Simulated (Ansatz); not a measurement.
Crystal: NaLa.

```
La Na
1.0
     3.60625    0.00000    0.00000
    -1.80313    3.12310    0.00000
     0.00000    0.00000    6.48378
La Na
1 1
Direct
  0.33333 0.66667 0.50000
  0.00000 0.00000 0.00000
```

The cell comes from a database or a generator and needn't be the stable form of this composition.

```yaml
Program: Ansatz 0.2.0
Task: single point
Functional: PBE
Potentials_or_basis: Ansatz PAW
Cutoff: "420 eV (not typed: the program's choice for these potentials)"
k_mesh: 9 × 9 × 4
Occupations: fermi-dirac, width 0.05 eV
Spin: no spin polarisation
```

On this cell: pressure -0.1 GPa; largest force under 0.003 eV/Å; band gap on the k mesh none (metal or under the smearing width).

The same run follows on a disturbed copy (atoms moved at random, drawn with an rms of 0.05 Å):

```
La Na
1.0
     3.60625    0.00000    0.00000
    -1.80313    3.12310    0.00000
     0.00000    0.00000    6.48378
La Na
1 1
Direct
  0.33704 0.66761 0.50453
  0.00547 0.00303 0.00629
```

Task: What changes?

Result: The energy (extrapolated to zero smearing) moves by +0.0 meV/atom; pressure -0.1 GPa; largest force 0.016 eV/Å; band gap on the k mesh none (metal or under the smearing width).

Forces in eV/Å, atoms in the order of the input:
```
La   0.001  0.002  0.016
Na  -0.001 -0.002 -0.016
```

Stress tensor (GPa, compression positive):
```
-0.17  0.00  0.00
 0.00 -0.14  0.00
 0.00  0.00  0.04
```
